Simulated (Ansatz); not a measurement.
# Zn3SbSe4 (element-swapped structure): how the settings move a single-point run

Question: which choices in the input matter for Zn3SbSe4 (element-swapped structure)?

Program: Ansatz 0.2.0. Level of theory: reference: DFT r2SCAN, plane waves, PAW, scalar-relativistic, no spin polarisation. These are calculated values, not measurements.

## (1) Starting point

It takes space group I-42m (No. 121, tetragonal). Conventional cell: a = 5.713 Å, b = 5.713 Å, c = 11.384 Å, α = 90.00°, β = 90.00°, γ = 90.00°. Zn (site symmetry -42m) has 4 Se at 2.46 Å as nearest neighbours. Sb (site symmetry -42m) is surrounded by 4 Se at 2.56 Å. Se (site symmetry m) is surrounded by 3 Zn at 2.43 to 2.46 Å and 1 Sb at 2.56 Å. Zn (site symmetry -4) has 4 Se at 2.43 Å as nearest neighbours.

Structure file:

```
CELL_PARAMETERS angstrom
0.00000 5.71318 0.00000
5.71318 0.00000 0.00000
2.85659 2.85659 -5.69209
ATOMIC_POSITIONS crystal
Zn 0.50000 0.50000 0.00000
Sb 0.00000 0.00000 0.00000
Se 0.61081 0.61081 0.26258
Se 0.38919 0.87339 0.73742
Se 0.12661 0.12661 0.26258
Se 0.87339 0.38919 0.73742
Zn 0.75000 0.25000 0.50000
Zn 0.25000 0.75000 0.50000
```

## (2) Baseline

input.yaml

```yaml
crystal:
  lattice:
    - [0.0, 5.713181, 0.0]
    - [5.713181, 0.0, 0.0]
    - [2.85659, 2.85659, -5.692088]
  atoms:
    - { symbol: Zn, position: [0.5, 0.5, 0.0] }
    - { symbol: Sb, position: [0.0, 0.0, 0.0] }
    - { symbol: Se, position: [0.61081, 0.61081, 0.26258] }
    - { symbol: Se, position: [0.38919, 0.87339, 0.73742] }
    - { symbol: Se, position: [0.12661, 0.12661, 0.26258] }
    - { symbol: Se, position: [0.87339, 0.38919, 0.73742] }
    - { symbol: Zn, position: [0.75, 0.25, 0.5] }
    - { symbol: Zn, position: [0.25, 0.75, 0.5] }
  symmetry: { tolerance: 0.0003 }
kpoints:
  mp_grid: { grid: [4, 4, 4], shift: [0, 0, 0] }
magnetization:
  spin_polarized: false
scf:
  occupations: { method: methfessel_paxton, width: 0.0626 }
hamiltonian:
  pseudopotentials: { kind: paw }
  xc: r2scan
basis:
  ecutwfc: 500
output:
  forces: true
  stress: true
  eigenvalues: true
  write_density: true
  write_potential: true
  elf: true
  volumetric_format: npy
```

Run with:

```console
$ ansatz run input.yaml --threads 1 --pin off --max-ram 2560MiB --backend cpu --events-out ev --progress --plain --runs-dir out
```

## (3) Variant: mp_grid.grid [5, 5, 5], xc_grid 3

input.yaml: that of step 2 with these lines changed.

```diff
@@ -16,3 +16,3 @@
 kpoints:
-  mp_grid: { grid: [4, 4, 4], shift: [0, 0, 0] }
+  mp_grid: { grid: [5, 5, 5], shift: [0, 0, 0] }
 magnetization:
@@ -26,2 +26,3 @@
   ecutwfc: 500
+  xc_grid: 3
 output:
@@ -30,5 +31 @@
   eigenvalues: true
-  write_density: true
-  write_potential: true
-  elf: true
-  volumetric_format: npy
```

## (4) Variant: occupations.method cold, occupations.width 0.01, dispersion d3bj

input.yaml: that of step 2 with these lines changed.

```diff
@@ -20,3 +20,3 @@
 scf:
-  occupations: { method: methfessel_paxton, width: 0.0626 }
+  occupations: { method: cold, width: 0.01 }
 hamiltonian:
@@ -24,2 +24,3 @@
   xc: r2scan
+  dispersion: d3bj
 basis:
@@ -30,5 +31 @@
   eigenvalues: true
-  write_density: true
-  write_potential: true
-  elf: true
-  volumetric_format: npy
```

## (5) Changing settings: occupations.method cold, occupations.width 0.01, mixing.algorithm broyden, mixing.beta 0.5, ecutwfc 700 eV

input.yaml: that of step 2 with these lines changed.

```diff
@@ -20,3 +20,4 @@
 scf:
-  occupations: { method: methfessel_paxton, width: 0.0626 }
+  occupations: { method: cold, width: 0.01 }
+  mixing: { algorithm: broyden, beta: 0.5 }
 hamiltonian:
@@ -25,3 +26,3 @@
 basis:
-  ecutwfc: 500
+  ecutwfc: "700 eV"
 output:
@@ -30,5 +31 @@
   eigenvalues: true
-  write_density: true
-  write_potential: true
-  elf: true
-  volumetric_format: npy
```

## (6) Changed: mp_grid.shift [0.5, 0.5, 0.5]

input.yaml: that of step 2 with these lines changed.

```diff
@@ -16,3 +16,3 @@
 kpoints:
-  mp_grid: { grid: [4, 4, 4], shift: [0, 0, 0] }
+  mp_grid: { grid: [4, 4, 4], shift: [0.5, 0.5, 0.5] }
 magnetization:
```

What does the calculation give? Wanted: for each run, ending; energy change; pressure; gap; force.

As calculated:

```csv
run,ending,energy change,pressure (GPa),gap (eV),force (eV/Å),cycles,time
reference,converged,0,9.5,0.00,2.21,10,35 s
"1: mp_grid.grid [5, 5, 5], xc_grid 3",converged,+2.3 meV/atom,9.6,0.00,2.17,10,37 s
"2: occupations.method cold, occupations.width 0.01, dispersion d3bj",converged,-168.3 meV/atom (σ→0) (offset of the dispersion model),8.3,0.00,2.21,14,35 s
"3: occupations.method cold, occupations.width 0.01, mixing.algorithm broyden, mixing.beta 0.5, ecutwfc 700 eV",converged,-0.3 meV/atom (σ→0),9.5,0.00,2.21,15,59 s
"4: mp_grid.shift [0.5, 0.5, 0.5]",converged,+1.7 meV/atom,9.5,0.00,2.19,10,50 s
```

Times don't compare one to one where runs were asked for different outputs or read a saved state (see the inputs); cycles may leave out searches for a lower state.

Residual by cycle in the longest SCF loop of each run; runs are numbered as in the table. The quantity is the density residual dr2, in eV.

```csv
cycle,reference,run 1,run 2,run 3,run 4
1,0.128,0.13,0.128,0.129,0.13
2,0.25,0.269,0.249,0.0175,0.274
4,5.0e-4,6.3e-4,0.0024,0.00282,7.6e-4
5,7.7e-5,1.2e-4,0.00122,0.00151,1.3e-4
6,2.8e-5,3.3e-5,7.4e-4,3.6e-4,5.6e-5
7,1.0e-5,1.5e-5,2.0e-4,2.0e-4,1.5e-5
9,2.8e-7,1.4e-7,6.7e-5,6.7e-5,4.4e-7
10,7.1e-9,9.6e-9,2.6e-5,2.1e-5,4.2e-8
11,-,-,2.7e-6,4.5e-6,-
12,-,-,8.5e-7,2.1e-6,-
14,-,-,4.8e-8,1.4e-7,-
15,-,-,-,2.6e-8,-
```

**Reading.** The pressure spans 8.3 to 9.6 GPa over the reference and the converged variants. Semilocal functionals close small gaps, so the missing gap need not be the real solid's.

The reference has limits of its own: it is run without spin, though an odd electron count or open d shells could carry moments; its mesh is coarse for a cell with so small a gap or none; the cell is far from equilibrium (9 GPa, forces up to 2.2 eV/Å), so its values aren't those of the relaxed material; the structure is made up and not relaxed.
